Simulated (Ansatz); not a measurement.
# SnSe2: the cost of one run

Program: Ansatz 0.2.0. Level of theory: reference: DFT, HSE06, plane waves, PAW. These are calculated values, not measurements.

### 1 The starting structure

The structure is trigonal, space group P-3m1 (No. 164). Conventional cell: a = 3.825 Å, b = 3.825 Å, c = 6.227 Å, α = 90.00°, β = 90.00°, γ = 120.00°. Around Sn (site symmetry -3m) lie 6 Se at 2.71 Å. Se (site symmetry 3m) has 3 Sn at 2.71 Å in its first shell of neighbours.

Coordinates:

```
Sn Se
1.0
     3.82516    0.00000    0.00000
    -1.91258    3.31269    0.00000
     0.00000    0.00000    6.22706
Sn Se
1 2
Cartesian
  0.0000 0.0000 0.0000
  0.0000 2.2085 1.5759
  1.9126 1.1042 4.6511
```

### 2 The reference run

Contents of input.yaml:

```yaml
crystal:
  lattice:
    - [3.8251638404, 0.0, 0.0]
    - [-1.9125819202, 3.3126890594, 0.0]
    - [0.0, 0.0, 6.2270561301]
  atoms:
    - { symbol: Sn, position: [0.0, 0.0, 0.0] }
    - { symbol: Se, position: [0.3333333333, 0.6666666667, 0.2530760434] }
    - { symbol: Se, position: [0.6666666667, 0.3333333333, 0.7469239566] }
kpoints:
  mp_grid: { grid: [6, 6, 2] }
hamiltonian:
  xc: hse06
scf:
  occupations: { method: fixed }
  n_extra_bands: 4
output:
  forces: true
  stress: true
  eigenvalues: true
```

Command:

```
$ ansatz run input.yaml --threads 4 --pin off --max-ram 3686MiB --backend cpu --events-out ev --progress --plain --runs-dir out
```

What time and memory should one allow on 4 threads of Arm Neoverse N1, shared host?

About 30 s, with a peak of 1.3 GiB.
